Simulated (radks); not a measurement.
# In³⁺ in [Kr] 4d10: an all-electron calculation

One table from this session's results is given with a row withheld; the runs are named, their logs left out.

Program: radks (a radial shooting solver on a logarithmic mesh, Libxc functionals) version 1. Level of theory: Dirac Kohn-Sham, PBEsol, spin-unpolarised, spherical densities, finite nucleus. These are calculated values, not measurements, unless marked.

## The system

* element: indium (Z = 49)
* charge: +3
* electrons: 46
* configuration: [Kr] 4d10
* nuclear rms radius: 4.6156 fm

The outer shells:

In³⁺
```
[Kr] core
4d [↑↓][↑↓][↑↓][↑↓][↑↓]
```

The first run:

Input:

```text
Z 49
configuration [Kr] 4d10
relativity Dirac
functional pbe_sol,pbe_sol
spin unpolarised
j_filling average
nucleus finite rms 4.6156 fm
c 137.035999084
```

The run is started by

```bash
$ python run_ks.py task.json out
```

This one command runs every case of the session in turn.

One of the session's tables, all rows but one given; the rest of the session is left out.

Radial moments (bohr):

```
level      <r>  outermost maximum (interpolated)  90 % within  nodes
1s1/2  0.02972                            0.0192       0.0534      0
2s1/2   0.1282                             0.109        0.199      1
2p1/2   0.1085                            0.0838        0.178      0
2p3/2   0.1138                            0.0883        0.185      0
3s1/2   0.3486                             0.316        0.513      2
3p1/2   0.3396                             0.302        0.511      1
3p3/2   0.3507                             0.312        0.527      1
3d3/2   0.3224                             0.256        0.509      0
3d5/2   0.3259                             0.259        0.514      0
4s1/2   0.8479                             0.770         1.23      3
4p1/2   0.9003                             0.799         1.33      2
4p3/2   0.9304                             0.824         1.37      2
4d3/2    1.142                             0.924         1.78      1
4d5/2        ?                                 ?            ?      ?
```

**Question.** Estimate the row for 4d5/2.

The run gave: <r>: 1.156; outermost maximum (interpolated): 0.934; 90 % within: 1.80; nodes: 1. In the column «<r>» it is the highest.
